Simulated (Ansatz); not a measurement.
# Cl2H2Si: the cost of one run

The runs use Ansatz 0.2.0, Gaussian basis; PBE0-D4/def2-TZVP structures, single points in def2-TZVPP, no counterpoise correction.

Levels: SPW92, PBE-D4, BLYP-D4, r2SCAN-D4, B97M-V, PBE0-D4, B3LYP-D4, r2SCAN0-D4, BHLYP-D4, CAM-B3LYP-D4, wB97X-V, wB97M-V, B2PLYP, PBE-QIDH, RPA on PBE, Hartree-Fock, MP2, CCSD, CCSD(T).

Cores are frozen in the correlated methods. B3LYP uses VWN-RPA correlation. B2PLYP carries no dispersion term here.

113 further runs of the same task are left out: 113 set aside as unsound or not needed.

### 1 The starting structure

The complex: 9 atoms, charge 0, spin multiplicity 1.

Atoms are counted from 1 here; the program's logs count them from 0.

Bond lengths: Si1–H2 1.469 Å, Si1–Cl3 2.082 Å, Si1–Cl4 2.040 Å, Si1–H5 1.468 Å, H6–F7 0.936 Å, H8–F9 0.939 Å. Angles: H2–Si1–Cl3 107.7°, H2–Si1–Cl4 108.7°, H2–Si1–H5 116.8°, Cl3–Si1–Cl4 106.5°, Cl3–Si1–H5 108.1°, Cl4–Si1–H5 108.7°.

Coordinates:

```csv
atom,x (Å),y (Å),z (Å)
Si1,-1.2555,0.3513,-0.4871
H2,-1.1503,0.7486,0.9236
Cl3,-0.4349,-1.5538,-0.6704
Cl4,-3.2301,0.1822,-0.9721
H5,-0.6029,1.2252,-1.4702
H6,1.8776,0.4729,0.6870
F7,1.4808,1.2342,0.3139
H8,1.2890,-1.4879,0.5935
F9,2.0262,-1.1727,1.0817
```

Its parts: SiH2Cl2 holds atoms 1, 2, 3, 4, 5; HF holds atoms 6, 7; HF holds atoms 8, 9. Each part counts its atoms afresh in its own runs.

### 2 Relaxing SiH2Cl2 alone

relax-a/in.yaml

```yaml
crystal:
  periodic: [false, false, false]
  atoms:
    - {symbol: Si, position_ang: [-1.255463, 0.351316, -0.487100]}
    - {symbol: H, position_ang: [-1.150261, 0.748560, 0.923647]}
    - {symbol: Cl, position_ang: [-0.434893, -1.553755, -0.670411]}
    - {symbol: Cl, position_ang: [-3.230095, 0.182212, -0.972063]}
    - {symbol: H, position_ang: [-0.602942, 1.225215, -1.470204]}
basis:
  gaussian: {orbitals: def2-TZVP}
hamiltonian: {xc: pbe0, dispersion: d4}
relax: {f_tol: 0.005, max_steps: 200}
```

Command:

```sh
$ ansatz run in.yaml --threads 8 --pin off --events-out ev --progress --plain --max-ram 19148MiB
```

**Question.** How long does this run take on 8 threads of Arm Neoverse V1, shared host?

About 3.4 s.
